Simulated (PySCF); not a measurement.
# WO₂OH: relaxation and vibrations of the doublet

Aim: relax WO₂OH as a doublet from a T-shaped (ligand arrangement 1) start, check by its vibrations whether the end is a minimum, and collect its spectrum and constants.

Program: PySCF 2.14.0. Level of theory: PBE0, basis W def2-TZVP with ECP60, O def2-TZVP, H def2-TZVP, scalar-relativistic core potentials, no spin–orbit coupling, density fitting. These are calculated values, not measurements.

## Step 1: Starting geometry

5 atoms, charge 0, spin multiplicity 2.

Bond lengths: W1–O2 1.770 Å, W1–O3 1.770 Å, W1–O4 2.000 Å, O4–H5 0.960 Å. Angles: O2–W1–O3 88.0°, O2–W1–O4 88.0°, O3–W1–O4 176.0°, W1–O4–H5 130.0°.

```xyz
5
charge 0 multiplicity 2
W     0.0000    0.0000    0.0000
O     0.0000    0.0000    1.7700
O     1.7689    0.0000    0.0618
O    -1.9988    0.0000    0.0698
H    -2.6155    0.7354    0.0913
```

## Step 2: First SCF at the start

The steps below are one call of a driver around PySCF. For each, scf.py gives the equivalent set-up of the SCF; relaxations use the driver's own optimiser. After this first run the driver tries any further starts and a stability analysis.

Input file scf.py:

```python
from pyscf import gto, scf, dft
mol = gto.M(atom='''
W      0.000000     0.000000     0.000000
O      0.000000     0.000000     1.770000
O      1.768900     0.000000     0.061800
O     -1.998800     0.000000     0.069800
H     -2.615500     0.735400     0.091300''',
    basis={'W': 'def2-TZVP', 'O': 'def2-TZVP', 'H': 'def2-TZVP'},
    ecp={'W': 'def2-TZVP'},
    charge=0, spin=1)
mf = dft.UKS(mol, xc='PBE0')
mf.grids.atom_grid = (50, 194)
aux = {'W': 'def2-universal-JKFIT', 'O': 'def2-universal-JKFIT', 'H': 'def2-universal-JKFIT'}
mf = mf.density_fit(auxbasis=aux)
mf.conv_tol = 1e-08
mf.diis_space = 10
mf.max_cycle = 60
mf.init_guess = 'minao'
mf.verbose = 4
mf.kernel()
```

The run is started by

```console
$ OMP_NUM_THREADS=4 python axn.py task.json out
```

The runs that follow: T-shaped (ligand arrangement 1) start, doublet: relaxation; Vibrations and properties at this point.

Q: Predict the outcome of this session. Wanted: minimum; geometry; wavenumbers; dipole moment; highest occupied, lowest empty level; polar-tensor charge of W1; zero-point energy; atomisation energy; ⟨S²⟩.

As calculated:

| quantity | value |
| --- | --- |
| minimum | doublet, C1 |
| geometry | O–H 0.959 Å, W–O 1.705 Å (×2), W–O 1.881 Å; H–O–W 132.8°, O–W–O 111.7°, O–W–O 117.3°, O–W–O 120.8° |
| wavenumbers (cm⁻¹) | 119 (a), 213 (a), 306 (a), 371 (a), 553 (a), 742 (a), 1002 (a), 1052 (a), 3919 (a) |
| dipole moment | 3.94 D |
| highest occupied, lowest empty level (either spin) | -7.45, -3.51 eV |
| polar-tensor charge of W1 | +1.85 e |
| zero-point energy | 49.5 kJ/mol |
| entropy at 298.15 K | 324.1 J/(mol K) |
| atomisation energy (no zero-point energy) | 2272 kJ/mol |
| ⟨S²⟩ | 0.758 |

The T-shaped (ligand arrangement 1) start ends in a minimum without symmetry. In the infrared the band at 3919 cm⁻¹ (a) leads. Most of the spin sits on W1 (Mulliken spin 1.13, against 1 for the whole molecule). Only this shape and spin were tried, so other structures or states may lie lower. Open d and f shells are described by one determinant, and the ground state may have another occupation or spin. With an element this heavy the missing spin–orbit coupling can shift these numbers.
